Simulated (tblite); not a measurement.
# C4H8AlBS2: the cost of one run

The runs use tblite 0.8.0 and PySCF 2.14.0, with density-fitted response routines of our own; the level of theory stands in each step. All values are computed, except where a source is named. Atoms count from 0, in the outputs and in this text.

**1. The starting structure**

16 atoms, charge 0, multiplicity 1; geometry from: force field or distance geometry start.

Bonds of the start (Å): B0–C1 1.61, C1–S2 1.81, S2–Al3 2.29, Al3–S4 2.28, S4–C5 1.82, C5–C6 1.46, C6–C7 1.20, B0–H8 1.20, B0–H9 1.19, C1–H10 1.13, C1–H11 1.08, Al3–H12 1.57, C5–H13 1.12, C5–H14 1.11, C7–H15 1.05.

**2. Geometry optimisation with GFN2-xTB**

The job: settings as JSON, then the geometry in Å.

```
{"job": {"kind": "relax", "xc": "GFN2-xTB", "basis": "xTB"}, "charge": 0, "multiplicity": 1}
B      3.402600     0.197600     0.400300
C      3.115900    -0.367200    -1.080600
S      1.412900    -0.978800    -1.107400
Al    -0.100700     0.723000    -0.878600
S     -1.013900     1.013300     1.189400
C     -2.437200    -0.090600     1.439100
C     -3.546200     0.250600     0.552100
C     -4.471300     0.528700    -0.153300
H      2.509300     0.732200     1.004200
H      4.497800     0.626900     0.561500
H      3.758400    -1.288800    -1.223700
H      3.265300     0.387900    -1.831500
H     -0.125500     1.964800    -1.843200
H     -2.147100    -1.158300     1.239600
H     -2.824200    -0.021800     2.478500
H     -5.303500     0.757300    -0.757900
```

Run with:

```
$ OMP_NUM_THREADS=1 python probes_run.py task.json out
```

One launch serves the whole session: the jobs run in the order shown.

Q: Estimate the wall time of this first job on 1 thread of Arm Neoverse V2, shared host.

About 2.1 s.
